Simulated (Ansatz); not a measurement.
Predict the output of the script below (the Ansatz DFT code, driven from Python).

The script, `os_run.py`:
```python
"""Random Os-Li cells of 8 mixed sites, after relaxing atoms and volume at fixed cell shape."""

from collections import Counter
import warnings

import ansatz as az
import numpy as np
import pandas as pd


def fcc(first, a):
    return (
        az.Lattice.fcc(a)
        .space_group(225)
        .atom(first, [0, 0, 0])
        .primitive()
    )

A_FIRST, A_LAST = 3.82, 4.42


def run_phase(name, crystal):
    calc = (
        crystal.calculation()
        .functional(az.Functional.LDA)
        .scf(tolerance=1e-05, lower_state_search="light")
        .basis(500)
        .kpoints(spacing=0.39)
        .occupations("fermi_dirac", width=0.05)
        .band_table()
    )
    calc = calc.relax(force_tolerance=0.03, max_steps=60, fix_cell=["shape"])
    return calc.run()


def volume_per_atom(outcome):
    return abs(np.linalg.det(outcome.lattice.cell_ang)) / len(outcome.lattice.sites)


def counts(outcome):
    return Counter(site.symbol for site in outcome.lattice.sites)

warnings.simplefilter("ignore", az.DeckWarning)

phases = {"Os": fcc("Os", A_FIRST), "Li": fcc("Li", A_LAST)}
for k in [5, 6]:
    a = A_FIRST + (A_LAST - A_FIRST) * k / 8
    supercell = fcc("Os", a).supercell(2).resolved()
    for seed in [30]:
        drawn = supercell.site_disorder().occupy("Os", Os=8 - k, Li=k).random(seed=seed)
        phases[f"Os{8 - k}Li{k} seed {seed}"] = drawn.crystal

done = {}
for name, crystal in phases.items():
    done[name] = run_phase(name, crystal)
    print(f"{name}: {done[name].report['energy_sigma0_ev']:.4f} eV, {len(done[name].lattice.sites)} atoms")

# x is the share of the second element on the mixed sites; both end members stand on this same lattice
x = {name: counts(o)["Li"] / (counts(o)["Os"] + counts(o)["Li"]) for name, o in done.items()}
first, last = min(x, key=x.get), max(x, key=x.get)
energy = {name: o.report["energy_sigma0_ev"] / len(o.lattice.sites) for name, o in done.items()}
volume = {name: volume_per_atom(o) for name, o in done.items()}
rows = []
for name in sorted(done, key=x.get):
    line = lambda table: (1 - x[name]) * table[first] + x[name] * table[last]
    rows.append((name, x[name], 1000 * (energy[name] - line(energy)), volume[name], 100 * (volume[name] / line(volume) - 1)))
print(pd.DataFrame(rows, columns=["cell", "x(Li)", "E_mix (meV/atom)", "V (A^3/atom)", "excess V (%)"]).round(4).to_string(index=False))
```

`python os_run.py` gives:
```text
Os: -11118.3610 eV, 1 atoms
Li: -201.6583 eV, 1 atoms
Os3Li5 seed 30: -34361.9542 eV, 8 atoms
Os2Li6 seed 30: -23444.9448 eV, 8 atoms
          cell  x(Li)  E_mix (meV/atom)  V (A^3/atom)  excess V (%)
            Os  0.000            0.0000       13.7407        0.0000
Os3Li5 seed 30  0.625          177.5552       12.3553      -27.3797
Os2Li6 seed 30  0.750          215.8952       12.2758      -30.5204
            Li  1.000            0.0000       18.9773        0.0000
```

Notes:
- These settings explore the input space; cutoff and mesh may be short of convergence.
- For the metals among these phases the mesh is modest: differences between phases can be off by up to 40 meV an atom.
- The program warned that this SCF threshold is loose for forces or stresses.
- Atoms and volume are relaxed with the cell's shape held, which in cells of lower than cubic symmetry can hide stresses and shift volumes.
- Spin-orbit coupling, which matters for elements this heavy, is left out.
- Cells of eight mixed sites are far from the random limit, and both end members stand on the same lattice, which need not be their own. Differences under about 40 meV an atom lie within the error of mesh and functional.
- The cells are prototypes set up for this calculation and needn't exist.
- The script silences the warnings on its input, which a real study should read.
- The whole script took 110 s on 1 thread of Arm Neoverse N1, with other jobs on the host, peak memory 0.56 GiB.

(Lines on the test bed's own set-up are left out of the output.)
